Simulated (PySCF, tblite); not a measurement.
# C₄H₈SSi₂: excited states

Wanted: excited states for C₄H₈SSi₂ (`[SiH3][SiH2]c1cccs1`).

Programs: tblite 0.8.0 and PySCF 2.14.0, with routines of our own; each step states its level. All values are computed. Atoms count from 0.

## Step 1: The starting structure

15 atoms, charge 0, multiplicity 1; geometry from: force field or distance geometry start.

## Step 2: Geometry optimisation with GFN2-xTB

What the job is given:

```
{"job": {"kind": "relax", "xc": "GFN2-xTB", "basis": "xTB"}, "charge": 0, "multiplicity": 1}
Si     2.639400    -0.500100     1.104100
Si     1.345900     0.960800    -0.162200
C     -0.423300     0.385900    -0.124200
C     -1.208000    -0.306400    -1.044500
C     -2.540600    -0.519600    -0.565700
C     -2.751000     0.036100     0.666500
S     -1.342600     0.804500     1.271600
H      4.069300    -0.085900     1.074500
H      2.201900    -0.517300     2.530100
H      2.538100    -1.885200     0.573800
H      1.454300     2.348100     0.362200
H      1.819100     0.955800    -1.564100
H     -0.842700    -0.666100    -1.982200
H     -3.304300    -1.044300    -1.128400
H     -3.659800     0.041600     1.254400
```

Started as:

```sh
> OMP_NUM_THREADS=1 python excited_run.py task.json out
```

This one command runs all jobs of the session in turn.

Standard output:

```text
step      E/eV     max force
  0    -525.29717    1.633
  1    -525.34256    0.647
  2    -525.36038    0.350
  3    -525.37400    0.236
  4    -525.37758    0.244
  5    -525.38265    0.164
  6    -525.38522    0.160
  7    -525.38881    0.158
  8    -525.39183    0.137
  9    -525.39412    0.134
 10    -525.39549    0.093
 11    -525.39646    0.081
 12    -525.39733    0.081
 13    -525.39810    0.080
 14    -525.39866    0.078
 15    -525.39904    0.057
 16    -525.39939    0.047
 17    -525.39979    0.060
 18    -525.40025    0.064
 19    -525.40063    0.042
 20    -525.40088    0.051
 21    -525.40109    0.045
 22    -525.40137    0.067
 23    -525.40172    0.079
 24    -525.40204    0.059
 25    -525.40224    0.033
 26    -525.40235    0.029
 27    -525.40245    0.032
 28    -525.40256    0.037
 29    -525.40265    0.026
 30    -525.40270    0.014
 31    -525.40274    0.016
 32    -525.40277    0.017
 33    -525.40281    0.014
 34    -525.40283    0.009
```

Run time: 0.22 s. Hardware: 1 thread of Arm Neoverse V2, shared host.

Along the way: (not every step is listed)

```csv
step,energy from step 0 (eV),largest force (eV/Å)
0,0.0000,1.6335
1,-0.0454,0.6470
2,-0.0632,0.3502
3,-0.0768,0.2361
4,-0.0804,0.2438
5,-0.0855,0.1636
6,-0.0880,0.1601
7,-0.0916,0.1577
8,-0.0947,0.1373
10,-0.0983,0.0931
12,-0.1002,0.0808
14,-0.1015,0.0783
16,-0.1022,0.0470
18,-0.1031,0.0643
20,-0.1037,0.0512
22,-0.1042,0.0666
24,-0.1049,0.0586
26,-0.1052,0.0287
28,-0.1054,0.0375
29,-0.1055,0.0257
30,-0.1055,0.0144
31,-0.1056,0.0155
32,-0.1056,0.0165
33,-0.1056,0.0145
34,-0.1057,0.0090
```

Distances of close pairs at the start and the end, largest changes first:

```csv
bond,before (Å),after (Å),change (Å)
C2–C3,1.394,1.363,-0.030
Si0–H8,1.492,1.465,-0.026
Si0–H7,1.489,1.465,-0.024
C3–C4,1.432,1.411,-0.021
Si0–H9,1.487,1.466,-0.020
Si1–H10,1.487,1.469,-0.018
Si1–C2,1.861,1.876,+0.016
C2–S6,1.723,1.736,+0.013
```

The end geometry stands in the next job.

## Step 3: Vibrational analysis with GFN2-xTB

What the job is given:

```
{"job": {"kind": "ir", "xc": "GFN2-xTB", "basis": "xTB"}, "charge": 0, "multiplicity": 1}
Si     2.644995    -0.512169     1.101047
Si     1.368040     0.934998    -0.175581
C     -0.441104     0.443964    -0.091773
C     -1.185752    -0.265718    -0.986612
C     -2.512149    -0.503387    -0.567291
C     -2.768666     0.025037     0.656161
S     -1.393034     0.820762     1.310590
H      4.059144    -0.129851     1.087695
H      2.219036    -0.535607     2.502881
H      2.580393    -1.895589     0.619829
H      1.441275     2.330635     0.278442
H      1.693814     0.937142    -1.609156
H     -0.790470    -0.602790    -1.928936
H     -3.238638    -1.041909    -1.149974
H     -3.681297     0.002471     1.218525
```

Standard output:

```text
mode    cm-1     km/mol
  1      14.0      0.11
  2      20.2      0.11
  3      62.8      0.24
  4     165.2      0.51
  5     185.0      5.64
  6     359.3     55.50
  7     374.6     26.29
  8     419.6      5.74
  9     454.5     12.59
 10     472.3      0.26
 11     478.3      0.77
 12     531.7      0.49
 13     577.4     13.41
 14     637.0     99.37
 15     680.8    614.00
 16     734.1     12.90
 17     741.9     17.52
 18     775.0    445.51
 19     807.6    115.21
 20     810.0    101.65
 21     814.8    145.53
 22     815.2     18.66
 23     845.4     12.27
 24     849.3      0.05
 25     987.6     42.23
 26    1075.3      0.14
 27    1097.7      5.51
 28    1185.0      6.25
 29    1327.2      1.82
 30    1442.9     18.89
 31    1541.6     16.47
 32    2188.7    239.77
 33    2199.3     99.29
 34    2232.8    453.99
 35    2240.1    468.01
 36    2241.7    136.25
 37    3115.2     18.98
 38    3125.2     35.52
 39    3158.2     12.67
```

Wall time 0.49 s (1 thread of Arm Neoverse V2, shared host).

Which atoms move in the most intense modes:

```csv
cm⁻¹,km/mol,atoms
681,614.0,"H11 33 %, H10 26 %, Si1 15 %"
775,445.5,"H11 24 %, H10 22 %, H8 17 %, H9 16 %"
808,115.2,"H11 24 %, H10 24 %, H7 21 %, H8 20 %"
815,145.5,"H9 50 %, H8 22 %, H7 18 %"
2189,239.8,"H11 72 %, H10 21 %"
2233,454.0,H9 85 %
2240,468.0,"H8 53 %, H7 40 %"
2242,136.2,"H7 55 %, H8 37 %"
```

## Step 4: Excited states: TDA LC-wPBE/aug-cc-pVDZ

Settings changed since step 3:

```diff
@@ -1,2 +1,2 @@
-{"job": {"kind": "ir", "xc": "GFN2-xTB", "basis": "xTB"}, "charge": 0, "multiplicity": 1}
+{"job": {"kind": "states", "xc": "LC-wPBE", "basis": "aug-cc-pVDZ", "tda": true, "soc": true, "nstates": 5, "ntriplets": 4, "nquad": 4}, "charge": 0, "multiplicity": 1}
 Si     2.644995    -0.512169     1.101047
```

Level: TDA LC-wPBE/aug-cc-pVDZ excited states, vertical, gas phase, spin-orbit mean-field couplings.

Standard output:

```text
coarse grid: 14176 points
cycle   1  E = -1133.9239866214  dE =  1.238e+00  |g| = 2.813e-01  |ddm| = 1.204e+01
cycle   2  E = -1133.9560338077  dE = -3.205e-02  |g| = 1.241e-01  |ddm| = 1.874e+00
cycle   3  E = -1133.9598359723  dE = -3.802e-03  |g| = 6.446e-02  |ddm| = 7.506e-01
cycle   4  E = -1133.9610464659  dE = -1.210e-03  |g| = 1.608e-02  |ddm| = 2.846e-01
cycle   5  E = -1133.9611376910  dE = -9.123e-05  |g| = 3.397e-03  |ddm| = 7.670e-02
cycle   6  E = -1133.9611434999  dE = -5.809e-06  |g| = 1.454e-03  |ddm| = 2.379e-02
final grid: 123408 points
cycle   7  E = -1133.9912251830  dE = -3.511e-05  |g| = 4.516e-03  |ddm| = 3.407e-01
cycle   8  E = -1133.9912270963  dE = -1.913e-06  |g| = 3.967e-03  |ddm| = 3.474e-02
cycle   9  E = -1133.9912312528  dE = -4.157e-06  |g| = 3.155e-04  |ddm| = 1.254e-02
cycle  10  E = -1133.9912313018  dE = -4.903e-08  |g| = 2.025e-04  |ddm| = 2.290e-03
cycle  11  E = -1133.9912313165  dE = -1.470e-08  |g| = 6.079e-05  |ddm| = 7.985e-04
cycle  12  E = -1133.9912313189  dE = -2.403e-09  |g| = 1.780e-05  |ddm| = 4.238e-04
cycle  13  E = -1133.9912313194  dE = -4.661e-10  |g| = 7.155e-06  |ddm| = 1.470e-04
converged SCF energy = -1133.9912313194

Singlet excitations
state   eV       nm        f     d(h-e)  d(exc)  Lambda  PR(NTO)  |dmu|/D   mu/D   main configurations
  1   5.8596   211.6   0.24910   0.310   2.889   0.459   1.227    0.990    1.721   H->L+3 0.40, H->L+4 0.18, H->L+1 0.10
  2   6.0750   204.1   0.16258   0.136   2.772   0.414   1.352    0.376    0.768   H-1->L+3 0.38, H-1->L+4 0.16
  3   6.6154   187.4   0.00206   0.819   2.849   0.257   1.083    2.661    3.451   H-1->L+15 0.21, H-1->L+18 0.08
  4   6.6783   185.7   0.00761   0.311   4.013   0.259   1.202    2.112    1.328   H->L 0.37, H->L+6 0.14, H->L+11 0.12
  5   6.7857   182.7   0.00541   1.296   3.489   0.292   1.127                     H->L+15 0.13, H->L+10 0.10

Triplet excitations (Tamm-Dancoff)
state   eV     d(h-e)  d(exc)  Lambda  PR(NTO)   main configurations
  1   3.6254   0.206   2.508   0.466   1.119   H->L+3 0.46, H->L+4 0.20, H->L+1 0.10
  2   4.4987   0.132   2.582   0.396   1.104   H-1->L+3 0.48, H-1->L+4 0.21, H-1->L+1 0.10
  3   5.8241   0.443   2.621   0.423   1.473   H->L+16 0.28, H->L+10 0.11, H->L+17 0.08
  4   6.1928   0.613   2.669   0.271   1.240   H-1->L+15 0.20
S1 - T1 = 2.2342 eV

Spin-orbit couplings |<S|Hso|T>| (cm-1)
             T1       T2       T3       T4
S0        0.528    1.904    6.209  110.285
S1        1.946    0.804    5.189   35.680
S2        0.550    1.108    0.667   42.233
S3        8.886   34.322    9.078    2.651
S4        8.041    5.454    1.741    4.046
S5       30.515    6.504    2.878    4.650
T1 sublevels (cm-1): 0.000 0.039 0.039   radiative rates (1/s): 1.29 0.00158 0.188
```

Run time: 63 s. Hardware: 1 thread of Arm Neoverse V2, shared host; peak memory 0.96 GiB.

In short:

```csv
quantity,value
S1 less T1,2.23 eV
```

## Step 5: Excited states: TDDFT PBE0/aug-cc-pVDZ

Settings changed since step 4:

```diff
@@ -1,2 +1,2 @@
-{"job": {"kind": "states", "xc": "LC-wPBE", "basis": "aug-cc-pVDZ", "tda": true, "soc": true, "nstates": 5, "ntriplets": 4, "nquad": 4}, "charge": 0, "multiplicity": 1}
+{"job": {"kind": "states", "xc": "PBE0", "basis": "aug-cc-pVDZ", "tpa": true, "nstates": 6, "nquad": 5, "ntriplets": 0}, "charge": 0, "multiplicity": 1}
 Si     2.644995    -0.512169     1.101047
```

Method: TDDFT PBE0/aug-cc-pVDZ excited states, vertical, gas phase, two-photon moments by quadratic response.

Standard output:

```text
coarse grid: 14176 points
cycle   1  E = -1133.7910953868  dE =  9.388e-01  |g| = 3.300e-01  |ddm| = 1.280e+01
cycle   2  E = -1133.7571806952  dE =  3.391e-02  |g| = 4.736e-01  |ddm| = 2.823e+00
cycle   3  E = -1133.8210078880  dE = -6.383e-02  |g| = 7.141e-02  |ddm| = 1.350e+00
cycle   4  E = -1133.8223635551  dE = -1.356e-03  |g| = 3.379e-02  |ddm| = 2.399e-01
cycle   5  E = -1133.8226867225  dE = -3.232e-04  |g| = 8.734e-03  |ddm| = 1.024e-01
cycle   6  E = -1133.8227058548  dE = -1.913e-05  |g| = 3.245e-03  |ddm| = 2.918e-02
cycle   7  E = -1133.8227085597  dE = -2.705e-06  |g| = 9.705e-04  |ddm| = 9.761e-03
final grid: 123408 points
cycle   8  E = -1133.8425090371  dE = -1.170e-05  |g| = 8.903e-03  |ddm| = 2.870e-01
cycle   9  E = -1133.8424711518  dE =  3.789e-05  |g| = 1.439e-02  |ddm| = 7.780e-02
cycle  10  E = -1133.8425307716  dE = -5.962e-05  |g| = 1.454e-03  |ddm| = 4.483e-02
cycle  11  E = -1133.8425313628  dE = -5.911e-07  |g| = 3.757e-04  |ddm| = 4.225e-03
cycle  12  E = -1133.8425314008  dE = -3.805e-08  |g| = 8.338e-05  |ddm| = 1.089e-03
cycle  13  E = -1133.8425314022  dE = -1.413e-09  |g| = 5.514e-05  |ddm| = 3.858e-04
cycle  14  E = -1133.8425314031  dE = -8.179e-10  |g| = 1.034e-05  |ddm| = 1.781e-04
converged SCF energy = -1133.8425314031

Singlet excitations
state   eV       nm        f     d(h-e)  d(exc)  Lambda  PR(NTO)  |dmu|/D   mu/D   delta(TPA)   sigma/GM   main configurations
  1   5.3280   232.7   0.22822   0.393   3.361   0.742   1.169    0.947    1.757       27.89      0.290   H->L 0.91
  2   5.6505   219.4   0.06375   0.442   3.231   0.581   1.832    1.506    2.238       72.57      0.849   H-1->L 0.66, H->L+1 0.11, H->L+3 0.08
  3   5.7067   217.3   0.01396   1.442   4.043   0.427   1.295    4.390    4.941        7.47      0.089   H->L+1 0.77, H-1->L 0.12
  4   5.8861   210.6   0.01092   0.897   4.149   0.409   1.078    3.240    3.368       37.09      0.471   H->L+3 0.73
  5   6.0514   204.9   0.00702   1.830   4.810   0.320   1.055    5.786    6.397       80.09      1.074   H->L+2 0.49, H->L+4 0.20, H->L+3 0.12
  6   6.1316   202.2   0.00259   2.622   4.712   0.314   1.422                                            H->L+2 0.34, H->L+4 0.31, H->L+5 0.09
```

Run time: 45 s. Hardware: 1 thread of Arm Neoverse V2, shared host; peak memory 0.96 GiB.

## Step 6: Outcome

| quantity | value |
| --- | --- |
| strongest single infrared mode (GFN2-xTB) | 681 cm⁻¹, 614 km/mol |
| zero-point energy (GFN2-xTB) | 59.7 kcal/mol |
| S1 less T1 (step 4, TDA LC-wPBE/aug-cc-pVDZ) | 2.23 eV |

What this shows: No mode is imaginary among the 39: a minimum at this level. The strongest single mode, at 681 cm⁻¹, is carried by H11, H10, Si1. Unscaled tight-binding wavenumbers are off by several per cent, some by more. Its intensities can rank the bands wrongly. In step 4, the number of triplets below S1 is 3, and the largest singlet-triplet spin-orbit coupling is S0–T4, 110.28 cm⁻¹.
